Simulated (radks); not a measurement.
# Rh in [Kr] 4d6 5s1 4f2: an all-electron calculation

An exercise on one series of results from a longer session: the logs are not shown, and one member is left open.

Program: radks (a radial shooting solver on a logarithmic mesh, Libxc functionals) version 1. Level of theory: scalar-relativistic Kohn-Sham, revPBE, spin-unpolarised, spherical densities, point nucleus. These are calculated values, not measurements, unless marked.

### Starting point

- element: rhodium (Z = 45)
- charge: 0
- electrons: 45
- configuration: [Kr] 4d6 5s1 4f2

The outer shells:

Rh
```
[Kr] core
4d [↑↓][↑ ][↑ ][↑ ][↑ ]
5s [↑ ]
4f [↑ ][↑ ][  ][  ][  ][  ][  ]
```

Set-up of the first run:

The run's settings:

```text
Z 45
configuration [Kr] 4d6 5s1 4f2 5p0 6s0 5d0 5f0
relativity scalar-relativistic
functional pbe_r,pbe
spin unpolarised
nucleus point
c 137.035999084
```

Started as:

```bash
$ python run_ks.py task.json out
```

All runs below come from this command, one after another.

One of the session's tables, all rows but one given; the rest of the session is left out.

It belongs to the step «Shells». From the orbitals of this run (lengths in bohr):

```
level      <r>  outermost maximum (interpolated)  90 % within  nodes
   1s  0.03263                            0.0212       0.0585      0
   2s   0.1419                             0.120        0.219      1
   2p   0.1237                            0.0958        0.201      0
   3s   0.3905                             0.351        0.576      2
   3p   0.3904                             0.345        0.588      1
   3d   0.3702                             0.291        0.588      0
   4s   0.9736                             0.880         1.41      3
   4p    1.066                             0.941         1.57      2
   4d    1.394                              1.11         2.18      1
   5s    2.603                              2.30         3.78      4
   5p        ?                                 ?            ?      ?
   6s    6.687                              6.11         9.57      5
   5d    5.884                              4.61         9.00      2
   4f    10.47                              9.55         15.3      0
```

Estimate the missing values for 5p.

**Answer.** <r>: 3.176; outermost maximum (interpolated): 2.74; 90 % within: 4.67; nodes: 3. In the column «<r>» it lies between 5s (2.603) and 5d (5.884).
